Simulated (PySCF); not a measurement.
# C5H14Si2: circular dichroism and optical rotation

Wanted: circular dichroism and optical rotation for C5H14Si2 (`CC[Si@H]1C[SiH2][C@H]1C`).

Programs: PySCF 2.14.0, with routines of our own; each step states its level. All values are computed. Atoms count from 0.

## Step 1: The starting structure

21 atoms, charge 0, multiplicity 1; geometry from: GFN2-xTB.

## Step 2: Circular dichroism and optical rotation: TDDFT CAM-B3LYP/def2-SVPD

Job settings and geometry (Å):

```
{"job": {"kind": "ecd", "xc": "CAM-B3LYP", "basis": "def2-SVPD", "nstates": 16}, "charge": 0, "multiplicity": 1}
C      2.930649    -0.038922    -0.496370
C      1.470792    -0.069619    -0.930535
Si     0.317777    -0.677594     0.453330
C     -0.023917     0.632927     1.815326
Si    -1.861334     0.808148     1.294054
C     -1.560655    -0.601710     0.019097
C     -1.947384    -0.321784    -1.427770
H      3.571930     0.323553    -1.298779
H      3.266486    -1.034604    -0.215729
H      3.060660     0.613635     0.363932
H      1.373168    -0.712982    -1.805284
H      1.171309     0.930327    -1.246762
H      0.783239    -1.983848     0.947735
H      0.108585     0.262885     2.827840
H      0.561936     1.545287     1.742035
H     -2.186728     2.097648     0.679476
H     -2.843213     0.512845     2.340784
H     -2.062752    -1.521254     0.326616
H     -1.474263     0.590340    -1.784535
H     -3.025841    -0.199934    -1.524831
H     -1.639364    -1.138399    -2.080100
```

With the program's defaults for keys left out, this is: TDDFT CAM-B3LYP/def2-SVPD circular dichroism and optical rotation, one conformer, gas phase.

The run is started by

```bash
$ OMP_NUM_THREADS=1 python excited_run.py task.json out
```

The driver reads the jobs from task.json and runs them one after another.

Log:

```text
coarse grid: 17360 points
cycle   1  E = -777.3407468337  dE =  5.400e-01  |g| = 4.584e-01  |ddm| = 6.183e+00
cycle   2  E = -777.3517267548  dE = -1.098e-02  |g| = 4.179e-01  |ddm| = 1.196e+00
cycle   3  E = -777.3982296364  dE = -4.650e-02  |g| = 3.941e-02  |ddm| = 5.889e-01
cycle   4  E = -777.3986227898  dE = -3.932e-04  |g| = 2.028e-02  |ddm| = 1.040e-01
cycle   5  E = -777.3987334714  dE = -1.107e-04  |g| = 3.153e-03  |ddm| = 3.758e-02
cycle   6  E = -777.3987360655  dE = -2.594e-06  |g| = 8.482e-04  |ddm| = 6.635e-03
final grid: 155104 points
cycle   7  E = -777.5143069355  dE = -4.003e-05  |g| = 3.724e-03  |ddm| = 7.945e-02
cycle   8  E = -777.5143075917  dE = -6.562e-07  |g| = 3.478e-03  |ddm| = 1.316e-02
cycle   9  E = -777.5143107830  dE = -3.191e-06  |g| = 1.852e-04  |ddm| = 4.854e-03
cycle  10  E = -777.5143107923  dE = -9.287e-09  |g| = 1.171e-04  |ddm| = 7.029e-04
cycle  11  E = -777.5143107960  dE = -3.630e-09  |g| = 1.934e-05  |ddm| = 2.140e-04
cycle  12  E = -777.5143107961  dE = -1.310e-10  |g| = 7.623e-06  |ddm| = 4.910e-05
converged SCF energy = -777.5143107961

Singlet excitations and rotatory strengths (1e-40 esu^2 cm^2)
state   eV       nm     f(len)   f(vel)    R(len)    R(vel)   main configurations
  1   6.2978   196.9  0.00787  0.00832   -28.863   -29.030   H->L 0.91
  2   6.8455   181.1  0.00054  0.00056    14.217    14.541   H->L+1 0.62, H->L+4 0.19
  3   7.0321   176.3  0.00433  0.00456     3.398     3.380   H-1->L 0.88
  4   7.2293   171.5  0.03275  0.03403     7.998     8.159   H->L+2 0.47, H-2->L 0.12, H->L+4 0.12
  5   7.3030   169.8  0.12576  0.13395     7.508     6.959   H-2->L 0.65, H->L+4 0.11, H->L+2 0.10
  6   7.4084   167.4  0.00204  0.00208     1.171     1.306   H-1->L+1 0.65, H-1->L+4 0.17
  7   7.4699   166.0  0.01963  0.02115    -2.092    -2.306   H-2->L+1 0.59, H-2->L+4 0.15
  8   7.6468   162.1  0.00484  0.00532     2.142     1.947   H->L+4 0.20, H->L+2 0.18, H->L+1 0.10
  9   7.7022   161.0  0.00659  0.00732     6.861     7.598   H-1->L+2 0.35, H-1->L+4 0.19, H-3->L 0.11
 10   7.7680   159.6  0.00702  0.00713    10.963    11.081   H-2->L+2 0.39, H-2->L+4 0.28, H-2->L+1 0.09
 11   7.8061   158.8  0.01537  0.01659    44.022    45.340   H-3->L 0.68
 12   7.8416   158.1  0.07063  0.07501     9.003     9.075   H->L+3 0.72
 13   8.1161   152.8  0.00553  0.00521    -4.352    -4.541   H->L+5 0.34, H-3->L+1 0.12, H-2->L+2 0.10
 14   8.1689   151.8  0.08445  0.08831    30.109    31.489   H->L+6 0.30, H->L+5 0.23, H->L+7 0.12
 15   8.2424   150.4  0.00501  0.00511   -14.155   -15.224   H-3->L+1 0.27, H-2->L+3 0.13, H->L+6 0.08
 16   8.2786   149.8  0.01205  0.01277   -14.537   -15.597   H-1->L+2 0.25, H-1->L+4 0.16, H-1->L+5 0.09

Specific rotation (deg / (dm g/mL))
    nm     length   length(OI)   velocity    alpha(len)  alpha(vel)
  633.0     110.39     110.31     115.15      112.846    113.670
  589.3     128.78     128.69     134.36      113.295    114.127
  546.0     152.04     151.94     158.68      113.857    114.701
  436.0     251.15     250.98     262.46      116.196    117.088
  405.0     297.35     297.16     310.97      117.267    118.181
  365.0     378.40     378.17     396.29      119.140    120.095
  355.0     403.69     403.44     422.99      119.728    120.696
```

Run time: 2.4 min. Hardware: 1 thread of Arm Neoverse V2, shared host; peak memory 1.3 GiB.

## Step 3: Outcome

| quantity | value |
| --- | --- |
| state of largest rotatory strength (velocity form) among 16 (step 2, TDDFT CAM-B3LYP/def2-SVPD) | 7.81 eV, R = +45.3 (velocity), +44.0 (length) ·10⁻⁴⁰ esu² cm² |
| specific rotation at 633.0 nm (step 2, TDDFT CAM-B3LYP/def2-SVPD) | 115.2 (velocity), 110.4 (length) |

In words: Rotations belong to one conformer.
